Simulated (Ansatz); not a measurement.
**W: pressure up to the limit of the methods**

One table from this session's results is given with a row withheld; the runs are named, their logs left out.

Program: Ansatz 0.2.0. Level of theory: DFT, PBEsol, PAW with Ansatz's default frozen-core files, scalar-relativistic. These are calculated values, not measurements.

**The structure to begin with**

It takes space group Im-3m (No. 229, cubic). The conventional cell has a = 3.157 Å, b = 3.157 Å, c = 3.157 Å, α = 90.00°, β = 90.00°, γ = 90.00°. Around W (site symmetry m-3m) lie 8 W at 2.73 Å.

Coordinates:

```
W
1.0
    -1.57842    1.57842    1.57842
     1.57842   -1.57842    1.57842
     1.57842    1.57842   -1.57842
W
1
Direct
  0.00000 0.00000 0.00000
```

Whether this phase is the stable one at these pressures isn't tested.

The first run:

The input, input.yaml:

```yaml
crystal:
  lattice:
    - [-1.5784212184, 1.5784212184, 1.5784212184]
    - [1.5784212184, -1.5784212184, 1.5784212184]
    - [1.5784212184, 1.5784212184, -1.5784212184]
  atoms:
    - { symbol: W, position: [0.0, 0.0, 0.0] }
kpoints:
  mp_grid: { grid: [19, 19, 19] }
scf:
  occupations: { method: fermi_dirac, width: 0.05 }
hamiltonian:
  xc: pbesol
  pseudopotentials: { kind: paw }
output:
  forces: true
  stress: true
  write_density: true
  write_potential: true
  elf: true
  volumetric_format: npy
relax:
  f_tol: 0.005
  max_steps: 40
  cell: {}
```

The run is started by

```sh
$ ansatz run input.yaml --threads 1 --pin off --max-ram 2048MiB --backend cpu --events-out ev --progress --plain --runs-dir out
```

Steps of the session up to this table: Cell relaxed at zero pressure, PAW; Volume scaled by 1, PAW; Volume scaled by 0.94, PAW; Volume scaled by 0.88, PAW; Volume scaled by 0.8, PAW; Volume scaled by 0.72, PAW; Volume scaled by 0.64, PAW; Volume scaled by 0.55, PAW; Volume scaled by 0.45, PAW; Volume scaled by 0.45, PAW (partial_waves polarizable).

One of the session's tables, all rows but one given; the rest of the session is left out.

 The rows PAW, 0.45 and PAW (partial_waves polarizable), 0.45 agree to the last digit and may rest on the same set-up.

| method | volume over the first | volume (Å³/atom) | pressure (GPa) |
| --- | --- | --- | --- |
| PAW | 1 | 15.681 | -0.01 |
| PAW | 0.94 | ? | ? |
| PAW | 0.88 | 13.799 | 53.76 |
| PAW | 0.8 | 12.545 | 113.79 |
| PAW | 0.72 | 11.290 | 206.21 |
| PAW | 0.64 | 10.036 | 352.60 |
| PAW | 0.55 | 8.624 | 631.29 |
| PAW | 0.45 | 7.056 | 1245.44 |
| PAW (partial_waves polarizable) | 0.45 | 7.056 | 1245.44 |

Q: Estimate the row for PAW, 0.94 from the others.

As computed: volume (Å³/atom): 14.740; pressure (GPa): 22.77. In the column «volume (Å³/atom)» it lies between PAW, 0.88 (13.799) and PAW, 1 (15.681).
